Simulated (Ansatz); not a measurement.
# ErBRh: the cost of one run

Method: DFT PBE, scalar-relativistic, plane waves, PAW; 4f electrons in the core of a trivalent norm-conserving potential, in Ansatz 0.2.0.

**1. The structure to begin with**

The structure is hexagonal, space group P-6m2 (No. 187). The conventional cell has a = 3.625 Å, b = 3.625 Å, c = 3.993 Å, α = 90.00°, β = 90.00°, γ = 120.00°. Around Er (site symmetry -6m2) lie 6 Rh at 2.89 Å and 6 B at 2.89 Å. Around B (site symmetry -6m2) lie 3 Rh at 2.09 Å and 6 Er at 2.89 Å. Around Rh (site symmetry -6m2) lie 3 B at 2.09 Å.

Coordinates:

```cif
data_structure
_symmetry_space_group_name_H-M 'P-6m2'
_symmetry_Int_Tables_number 187
_cell_length_a 3.6248
_cell_length_b 3.6248
_cell_length_c 3.9934
_cell_angle_alpha 90.000
_cell_angle_beta 90.000
_cell_angle_gamma 120.000
_cell_volume 45.44
loop_
_atom_site_label
_atom_site_type_symbol
_atom_site_symmetry_multiplicity
_atom_site_Wyckoff_symbol
_atom_site_fract_x
_atom_site_fract_y
_atom_site_fract_z
_atom_site_occupancy
Er1 Er 1 e 0.66667 0.33333 0.00000 1
B1 B 1 b 0.00000 0.00000 0.50000 1
Rh1 Rh 1 d 0.33333 0.66667 0.50000 1
```

A structure generator made this guess: species swapped into a database cell of SrPPt (P-6m2, No. 187), with Er on the Sr sites, Rh on the P sites and B on the Pt sites. The dimensions are guesses.

**2. A first look at the guess**

Input file input.yaml:

```yaml
crystal:
  lattice:
    - [3.62480193, 0.0, 0.0]
    - [-1.81240097, 3.13917056, 0.0]
    - [0.0, 0.0, 3.99341721]
  atoms:
    - { symbol: Er, position: [0.66666667, 0.33333333, 0.0] }
    - { symbol: B, position: [0.0, 0.0, 0.5] }
    - { symbol: Rh, position: [0.33333333, 0.66666667, 0.5] }
basis:
  ecutwfc: 770
kpoints:
  mp_grid: { grid: [6, 6, 4] }
hamiltonian:
  xc: pbe
  pseudopotentials:
    kind: paw
    azcp: { Er: "pseudopotentials/pbe/nc/lanthanide_3plus/Er.nc.azcp" }
scf:
  occupations: { method: gaussian, width: 0.1 }
  lower_state_search: "off"
output:
  forces: true
  stress: true
  eigenvalues: true
```

Launch:

```console
$ ansatz run input.yaml --threads 1 --pin off --max-ram 2560MiB --backend cpu --events-out ev --progress --plain --runs-dir out
```

What time and memory should one allow on 1 thread of Intel Xeon at 2.50GHz (Skylake/Cascade Lake), shared host?

About 9.3 s, with a peak of 0.34 GiB.
